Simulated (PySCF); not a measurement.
**C₅H₅BBrF: spin-spin couplings**

Aim: predict the spin-spin couplings of C₅H₅BBrF (`C=C[C@@H](Br)C#CBF`).

Computed with PySCF 2.14.0, with density-fitted response routines of our own, on a single molecule in the gas phase. Atoms are numbered from 0 throughout.

### 1 Starting geometry

13 atoms, charge 0, multiplicity 1; geometry from: GFN2-xTB.

Bonds of the start (Å): C0–C1 1.32, C1–C2 1.49, C2–Br3 2.02, C2–C4 1.43, C4–C5 1.21, C5–B6 1.51, B6–F7 1.32, C0–H8 1.08, C0–H9 1.08, C1–H10 1.08, C2–H11 1.09, B6–H12 1.17.

### 2 J couplings: B3LYP/pcSseg-1+pcJ-1

The job: settings as JSON, then the geometry in Å.

```
{"job": {"kind": "j", "xc": "B3LYP", "basis": "pcJ-1"}, "charge": 0, "multiplicity": 1}
C     -2.658937     0.487817     0.305277
C     -1.554006    -0.075567    -0.147322
C     -0.544432    -0.720818     0.741300
Br    -0.592760    -2.715112     0.410295
C      0.783987    -0.245071     0.481121
C      1.901339     0.133830     0.218030
B      3.300759     0.616664    -0.083871
F      3.664513     1.819634     0.304564
H     -2.895812     0.520608     1.356398
H     -3.371125     0.943883    -0.359859
H     -1.325228    -0.109691    -1.203494
H     -0.802577    -0.619718     1.798063
H      4.089892    -0.035972    -0.657682
```

Level: B3LYP/pcJ-1 Br:pcSseg-1 indirect spin-spin coupling, non-relativistic, gas phase.

Run with:

```sh
$ OMP_NUM_THREADS=1 python probes_run.py task.json out
```

This one command runs all jobs of the session in turn.

The log of the run:

```text
coarse grid: 56072 points
cycle   1  E = -2892.0541675467  dE = -2.965e-01  |g| = 9.380e-01  |ddm| = 3.596e+00
cycle   2  E = -2891.9467987101  dE =  1.074e-01  |g| = 1.053e+00  |ddm| = 1.175e+00
cycle   3  E = -2892.1008309804  dE = -1.540e-01  |g| = 4.105e-01  |ddm| = 9.328e-01
cycle   4  E = -2892.1310102835  dE = -3.018e-02  |g| = 1.815e-01  |ddm| = 3.836e-01
cycle   5  E = -2892.1386066259  dE = -7.596e-03  |g| = 4.060e-02  |ddm| = 1.396e-01
cycle   6  E = -2892.1388751754  dE = -2.685e-04  |g| = 9.935e-03  |ddm| = 2.972e-02
cycle   7  E = -2892.1388983162  dE = -2.314e-05  |g| = 2.032e-03  |ddm| = 1.192e-02
cycle   8  E = -2892.1388990709  dE = -7.547e-07  |g| = 1.283e-03  |ddm| = 2.905e-03
final grid: 118792 points
cycle   9  E = -2892.1387456627  dE =  8.843e-07  |g| = 2.299e-03  |ddm| = 3.597e-03
cycle  10  E = -2892.1387423033  dE =  3.359e-06  |g| = 4.334e-03  |ddm| = 4.660e-03
cycle  11  E = -2892.1387469356  dE = -4.632e-06  |g| = 3.599e-04  |ddm| = 3.056e-03
cycle  12  E = -2892.1387469645  dE = -2.893e-08  |g| = 7.302e-05  |ddm| = 2.772e-04
cycle  13  E = -2892.1387469659  dE = -1.352e-09  |g| = 8.977e-06  |ddm| = 5.853e-05
cycle  14  E = -2892.1387469659  dE = -1.137e-11  |g| = 3.062e-06  |ddm| = 7.985e-06
converged SCF energy = -2892.1387469659

Indirect spin-spin couplings (Hz)
  i      j    bonds     total        FC       PSO       DSO        SD
  0 C    1 C    1     78.981    88.663    -9.860     0.178         -
  0 C    2 C    2      3.334     3.350    -0.034     0.018         -
  0 C    4 C    3      4.788     4.668     0.152    -0.033         -
  0 C    5 C    4      0.267     0.344    -0.027    -0.050         -
  0 C    8 H    1    162.990   162.051     0.298     0.640         -
  0 C    9 H    1    168.299   167.428     0.285     0.586         -
  0 C   10 H    2      1.814     3.373    -1.084    -0.475         -
  0 C   11 H    3      6.272     6.424    -0.295     0.144         -
  1 C    2 C    1     46.760    48.250    -1.816     0.326         -
  1 C    4 C    2     -3.039    -3.047    -0.073     0.081         -
  1 C    5 C    3      1.418     1.457    -0.017    -0.023         -
  1 C    6 B    4     -0.554    -0.569     0.018    -0.014     0.011
  1 C    7 F    5      1.540     1.296     0.111    -0.045     0.178
  1 C    8 H    2     -2.838    -1.048    -1.365    -0.426         -
  1 C    9 H    2      0.784     2.516    -1.285    -0.447         -
  1 C   10 H    1    174.822   173.809    -0.014     1.027         -
  1 C   11 H    2     -4.600    -4.429    -0.217     0.046         -
  2 C    4 C    1     81.726    84.076    -2.683     0.332         -
  2 C    5 C    2     10.569    10.754    -0.117    -0.068         -
  2 C    6 B    3      1.135     0.979     0.126    -0.026     0.056
  2 C    7 F    4     -1.879    -2.550     0.501    -0.076     0.246
  2 C    8 H    3     10.846    10.777    -0.153     0.222         -
  2 C    9 H    3     17.744    17.706     0.377    -0.339         -
  2 C   10 H    2      3.628     3.685    -0.135     0.078         -
  2 C   11 H    1    168.711   167.490    -0.209     1.429         -
  2 C   12 H    4      0.655     0.621     0.143    -0.109         -
  4 C    5 C    1    167.558   161.847     5.537     0.174         -
  4 C    6 B    2     22.629    19.958     1.862    -0.095     0.904
  4 C    7 F    3      8.910     9.333    -3.641    -0.203     3.421
  4 C    8 H    4     -1.037    -1.096     0.147    -0.088         -
  4 C    9 H    4     -0.324    -0.375     0.266    -0.216         -
  4 C   10 H    3      3.476     3.291    -0.055     0.240         -
  4 C   11 H    2     -7.071    -6.987    -0.196     0.112         -
  4 C   12 H    3      4.594     3.905     0.941    -0.251         -
  5 C    6 B    1    110.924   112.427    -1.991     0.291     0.196
  5 C    7 F    2     24.594    28.743    -4.481    -0.043     0.375
  5 C    9 H    5      0.181     0.199     0.177    -0.195         -
  5 C   11 H    3      3.711     3.224     0.778    -0.291         -
  5 C   12 H    2     24.846    25.066    -0.153    -0.068         -
  6 B    7 F    1   -155.437   -85.694   -68.352     0.407    -1.800
  6 B   11 H    4     -0.905    -0.960     0.215    -0.168     0.008
  6 B   12 H    1    166.809   166.477    -1.344     1.007     0.669
  7 F    8 H    7     -0.209     0.009     0.082    -0.266    -0.034
  7 F   11 H    5      4.420     4.932    -0.072    -0.320    -0.119
  7 F   12 H    2     66.158    72.725    -6.157    -1.575     1.165
  8 H    9 H    2     -0.806    -1.142     3.783    -3.446         -
  8 H   10 H    3     17.898    18.202     2.770    -3.074         -
  9 H   10 H    3     11.524    11.727     0.270    -0.473         -
 10 H   11 H    3     11.634    11.415     2.676    -2.457         -
 11 H   12 H    5      0.309     0.308     0.715    -0.714         -
```

Wall time 59 s (1 thread of Intel Xeon 6975P-C, shared host); peak memory 1.1 GiB.

A choice of the couplings up to four bonds, sorted by the number of bonds; isotopes 11B, 13C, 19F, 1H:

| pair | bonds | J (Hz) | Fermi contact (Hz) | dihedral (°) |
| --- | --- | --- | --- | --- |
| C1–H10 | 1 | 174.8 | 173.8 | – |
| C2–H11 | 1 | 168.7 | 167.5 | – |
| C0–H9 | 1 | 168.3 | 167.4 | – |
| C4–C5 | 1 | 167.6 | 161.8 | – |
| B6–H12 | 1 | 166.8 | 166.5 | – |
| C0–H8 | 1 | 163.0 | 162.1 | – |
| B6–F7 | 1 | -155.4 | -85.7 | – |
| C5–B6 | 1 | 110.9 | 112.4 | – |
| C2–C4 | 1 | 81.7 | 84.1 | – |
| F7–H12 | 2 | 66.2 | 72.7 | – |
| C5–H12 | 2 | 24.8 | 25.1 | – |
| C5–F7 | 2 | 24.6 | 28.7 | – |
| C4–B6 | 2 | 22.6 | 20.0 | – |
| C2–C5 | 2 | 10.6 | 10.8 | – |
| C4–H11 | 2 | -7.1 | -7.0 | – |
| C1–H11 | 2 | -4.6 | -4.4 | – |
| C2–H10 | 2 | 3.6 | 3.7 | – |
| C0–C2 | 2 | 3.3 | 3.4 | – |
| H8–H10 | 3 | 17.9 | 18.2 | 180 |
| C2–H9 | 3 | 17.7 | 17.7 | -180 |
| H10–H11 | 3 | 11.6 | 11.4 | 178 |
| H9–H10 | 3 | 11.5 | 11.7 | -1 |
| C2–H8 | 3 | 10.8 | 10.8 | 0 |
| C4–F7 | 3 | 8.9 | 9.3 | – |
| C0–H11 | 3 | 6.3 | 6.4 | -3 |
| C0–C4 | 3 | 4.8 | 4.7 | -129 |
| C4–H12 | 3 | 4.6 | 3.9 | – |
| C2–F7 | 4 | -1.9 | -2.5 | – |
| C4–H8 | 4 | -1.0 | -1.1 | – |

The spin-dipole term was solved for some atoms only; pairs without it lack that part.

The response was solved for the nuclei of B, C, F, H alone, so couplings that need other nuclei can be missing.

Quadrupole couplings from the field gradients of the same density:

| atom | isotope | eQq/h (MHz) | η |
| --- | --- | --- | --- |
| Br3 | 79Br | 610.3 | 0.02 |
| B6 | 11B | 4.088 | 0.59 |

### 3 Results

| quantity | value |
| --- | --- |
| largest coupling of the table (B3LYP/pcSseg-1+pcJ-1) | 1J(C,H) C1–H10, 174.8 Hz |

**Reading.** In the run at B3LYP/pcSseg-1+pcJ-1, the largest coupling of the table is C1–H10, 174.8 Hz, of which the Fermi-contact term gives 173.8 Hz. Couplings across rotatable bonds belong to this one conformer; where others are populated, the observed values are averages. Spin-orbit coupling is left out, which matters for shieldings and couplings at and beside the heavy atoms.
